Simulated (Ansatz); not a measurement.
Born–Oppenheimer molecular dynamics of a periodic cell of 16 atoms, InSb (surface InSb(111)). It goes on from the last frame of an earlier run, with new velocities.

Method: DFT LDA, scalar-relativistic, plane waves, PAW (Ansatz). Settings: PAW set soft_1, cutoff 420 eV, k mesh 2x2x1, fermi-dirac smearing 0.1 eV, no spin polarisation.

- ensemble: NVT, Langevin thermostat
- time step: 4.5 fs
- steps asked: 300
- set temperature: 750 K
- friction: 0.01 /fs
- atoms held: 1, 3, 5, 7
- seed: 862006

Frames 9 fs apart, positions in Å.

Velocities at 90 fs (Å/ps):

```
In 0.00 0.00 0.00
Sb 0.44 2.28 0.46
In 0.00 0.00 0.00
Sb -2.71 1.51 -2.94
In 0.00 0.00 0.00
Sb -0.08 1.42 0.92
In 0.00 0.00 0.00
Sb 4.06 0.93 -2.81
In 0.93 0.39 -3.27
Sb 0.92 0.71 -0.47
In -2.46 4.74 -2.18
Sb 1.98 -1.24 0.30
In -0.06 1.65 1.14
Sb -2.29 3.20 1.82
In 0.40 -0.19 -1.55
Sb -3.07 -1.06 -3.40
```

```xyz
16
Lattice="9.1500 0.0000 0.0000 4.5750 7.9241 0.0000 0.0000 0.0000 17.6693" Properties=species:S:1:pos:R:3 time_fs=90 energy_less_start_eV=-0.281 T=605
In 0.000 0.000 1.000
Sb 2.287 1.345 1.239
In 2.288 3.962 1.000
Sb 4.562 5.266 1.321
In 4.575 0.000 1.000
Sb 6.832 1.454 1.472
In 6.862 3.962 1.000
Sb 9.249 5.247 1.447
In 9.373 4.863 4.320
Sb 11.570 6.343 5.358
In 7.239 1.103 4.598
Sb 9.575 2.299 5.237
In 4.740 5.146 4.419
Sb 7.085 6.422 5.453
In 2.655 1.098 4.148
Sb 4.708 2.428 5.418
16
Lattice="9.1500 0.0000 0.0000 4.5750 7.9241 0.0000 0.0000 0.0000 17.6693" Properties=species:S:1:pos:R:3 time_fs=99 energy_less_start_eV=-0.164 T=687
In 0.000 0.000 1.000
Sb 2.283 1.359 1.236
In 2.288 3.962 1.000
Sb 4.544 5.287 1.298
In 4.575 0.000 1.000
Sb 6.835 1.463 1.481
In 6.862 3.962 1.000
Sb 9.279 5.259 1.420
In 9.380 4.868 4.290
Sb 11.581 6.344 5.353
In 7.219 1.142 4.577
Sb 9.589 2.281 5.242
In 4.746 5.159 4.425
Sb 7.071 6.448 5.470
In 2.660 1.095 4.128
Sb 4.672 2.429 5.386
16
Lattice="9.1500 0.0000 0.0000 4.5750 7.9241 0.0000 0.0000 0.0000 17.6693" Properties=species:S:1:pos:R:3 time_fs=108 energy_less_start_eV=-0.049 T=675
In 0.000 0.000 1.000
Sb 2.285 1.373 1.238
In 2.288 3.962 1.000
Sb 4.534 5.319 1.282
In 4.575 0.000 1.000
Sb 6.850 1.469 1.507
In 6.862 3.962 1.000
Sb 9.297 5.275 1.393
In 9.378 4.873 4.258
Sb 11.582 6.343 5.349
In 7.201 1.177 4.555
Sb 9.593 2.249 5.238
In 4.772 5.167 4.435
Sb 7.068 6.474 5.496
In 2.679 1.079 4.105
Sb 4.643 2.432 5.351
16
Lattice="9.1500 0.0000 0.0000 4.5750 7.9241 0.0000 0.0000 0.0000 17.6693" Properties=species:S:1:pos:R:3 time_fs=117 energy_less_start_eV=0.077 T=704
In 0.000 0.000 1.000
Sb 2.300 1.388 1.248
In 2.288 3.962 1.000
Sb 4.531 5.354 1.280
In 4.575 0.000 1.000
Sb 6.876 1.471 1.528
In 6.862 3.962 1.000
Sb 9.309 5.285 1.362
In 9.374 4.887 4.229
Sb 11.575 6.350 5.348
In 7.175 1.201 4.533
Sb 9.593 2.217 5.228
In 4.807 5.182 4.438
Sb 7.064 6.500 5.527
In 2.706 1.062 4.089
Sb 4.624 2.442 5.327
16
Lattice="9.1500 0.0000 0.0000 4.5750 7.9241 0.0000 0.0000 0.0000 17.6693" Properties=species:S:1:pos:R:3 time_fs=126 energy_less_start_eV=0.134 T=653
In 0.000 0.000 1.000
Sb 2.312 1.391 1.268
In 2.288 3.962 1.000
Sb 4.535 5.375 1.291
In 4.575 0.000 1.000
Sb 6.913 1.459 1.551
In 6.862 3.962 1.000
Sb 9.316 5.304 1.336
In 9.368 4.897 4.214
Sb 11.563 6.358 5.334
In 7.141 1.203 4.510
Sb 9.593 2.181 5.202
In 4.840 5.201 4.421
Sb 7.067 6.521 5.548
In 2.731 1.035 4.066
Sb 4.614 2.450 5.311
16
Lattice="9.1500 0.0000 0.0000 4.5750 7.9241 0.0000 0.0000 0.0000 17.6693" Properties=species:S:1:pos:R:3 time_fs=135 energy_less_start_eV=0.121 T=633
In 0.000 0.000 1.000
Sb 2.318 1.389 1.291
In 2.288 3.962 1.000
Sb 4.547 5.385 1.306
In 4.575 0.000 1.000
Sb 6.949 1.431 1.572
In 6.862 3.962 1.000
Sb 9.311 5.337 1.312
In 9.364 4.901 4.205
Sb 11.544 6.368 5.312
In 7.106 1.193 4.490
Sb 9.581 2.149 5.175
In 4.865 5.219 4.403
Sb 7.080 6.528 5.554
In 2.752 1.008 4.050
Sb 4.615 2.460 5.296
16
Lattice="9.1500 0.0000 0.0000 4.5750 7.9241 0.0000 0.0000 0.0000 17.6693" Properties=species:S:1:pos:R:3 time_fs=144 energy_less_start_eV=0.046 T=661
In 0.000 0.000 1.000
Sb 2.324 1.387 1.310
In 2.288 3.962 1.000
Sb 4.559 5.383 1.334
In 4.575 0.000 1.000
Sb 6.975 1.404 1.590
In 6.862 3.962 1.000
Sb 9.285 5.363 1.293
In 9.367 4.888 4.205
Sb 11.518 6.372 5.290
In 7.075 1.182 4.476
Sb 9.560 2.131 5.141
In 4.882 5.224 4.389
Sb 7.104 6.526 5.544
In 2.772 0.983 4.045
Sb 4.627 2.476 5.285
16
Lattice="9.1500 0.0000 0.0000 4.5750 7.9241 0.0000 0.0000 0.0000 17.6693" Properties=species:S:1:pos:R:3 time_fs=153 energy_less_start_eV=-0.030 T=736
In 0.000 0.000 1.000
Sb 2.331 1.379 1.333
In 2.288 3.962 1.000
Sb 4.567 5.383 1.375
In 4.575 0.000 1.000
Sb 6.994 1.377 1.601
In 6.862 3.962 1.000
Sb 9.255 5.380 1.280
In 9.368 4.873 4.201
Sb 11.492 6.375 5.259
In 7.043 1.166 4.471
Sb 9.532 2.119 5.107
In 4.892 5.225 4.385
Sb 7.128 6.519 5.531
In 2.777 0.945 4.046
Sb 4.639 2.500 5.279
16
Lattice="9.1500 0.0000 0.0000 4.5750 7.9241 0.0000 0.0000 0.0000 17.6693" Properties=species:S:1:pos:R:3 time_fs=162 energy_less_start_eV=-0.104 T=778
In 0.000 0.000 1.000
Sb 2.337 1.365 1.357
In 2.288 3.962 1.000
Sb 4.578 5.378 1.425
In 4.575 0.000 1.000
Sb 6.996 1.348 1.621
In 6.862 3.962 1.000
Sb 9.214 5.399 1.272
In 9.361 4.854 4.209
Sb 11.473 6.374 5.221
In 7.007 1.164 4.475
Sb 9.510 2.106 5.082
In 4.890 5.223 4.379
Sb 7.150 6.513 5.519
In 2.785 0.908 4.053
Sb 4.657 2.526 5.271
16
Lattice="9.1500 0.0000 0.0000 4.5750 7.9241 0.0000 0.0000 0.0000 17.6693" Properties=species:S:1:pos:R:3 time_fs=171 energy_less_start_eV=-0.168 T=868
In 0.000 0.000 1.000
Sb 2.333 1.347 1.381
In 2.288 3.962 1.000
Sb 4.599 5.362 1.484
In 4.575 0.000 1.000
Sb 6.989 1.320 1.639
In 6.862 3.962 1.000
Sb 9.174 5.405 1.258
In 9.356 4.832 4.222
Sb 11.460 6.366 5.185
In 6.983 1.171 4.472
Sb 9.495 2.086 5.060
In 4.876 5.218 4.368
Sb 7.177 6.495 5.501
In 2.784 0.882 4.071
Sb 4.668 2.542 5.257
16
Lattice="9.1500 0.0000 0.0000 4.5750 7.9241 0.0000 0.0000 0.0000 17.6693" Properties=species:S:1:pos:R:3 time_fs=180 energy_less_start_eV=-0.228 T=927
In 0.000 0.000 1.000
Sb 2.316 1.327 1.404
In 2.288 3.962 1.000
Sb 4.623 5.337 1.547
In 4.575 0.000 1.000
Sb 6.978 1.294 1.660
In 6.862 3.962 1.000
Sb 9.137 5.397 1.247
In 9.341 4.806 4.248
Sb 11.450 6.356 5.152
In 6.961 1.169 4.463
Sb 9.489 2.072 5.043
In 4.859 5.223 4.362
Sb 7.210 6.469 5.478
In 2.782 0.860 4.097
Sb 4.675 2.552 5.238
16
Lattice="9.1500 0.0000 0.0000 4.5750 7.9241 0.0000 0.0000 0.0000 17.6693" Properties=species:S:1:pos:R:3 time_fs=189 energy_less_start_eV=-0.258 T=855
In 0.000 0.000 1.000
Sb 2.295 1.304 1.420
In 2.288 3.962 1.000
Sb 4.647 5.309 1.603
In 4.575 0.000 1.000
Sb 6.961 1.275 1.675
In 6.862 3.962 1.000
Sb 9.105 5.372 1.243
In 9.331 4.781 4.268
Sb 11.442 6.359 5.116
In 6.933 1.167 4.462
Sb 9.489 2.064 5.027
In 4.841 5.232 4.352
Sb 7.244 6.436 5.451
In 2.784 0.849 4.123
Sb 4.682 2.560 5.223
```

Of the whole run (1350 fs, mean temperature of the second half 829 K): The mean temperature of the second half is 11 % above the set value. A run of 1.4 ps of so small a system gives no equilibrium averages. Limits of this set-up: coarse k mesh, thin slab, slab without dipole correction, PAW files made for another functional.

The run took 43 min on 4 threads of Arm Neoverse V1, on a shared host, peak memory 3.3 GiB.
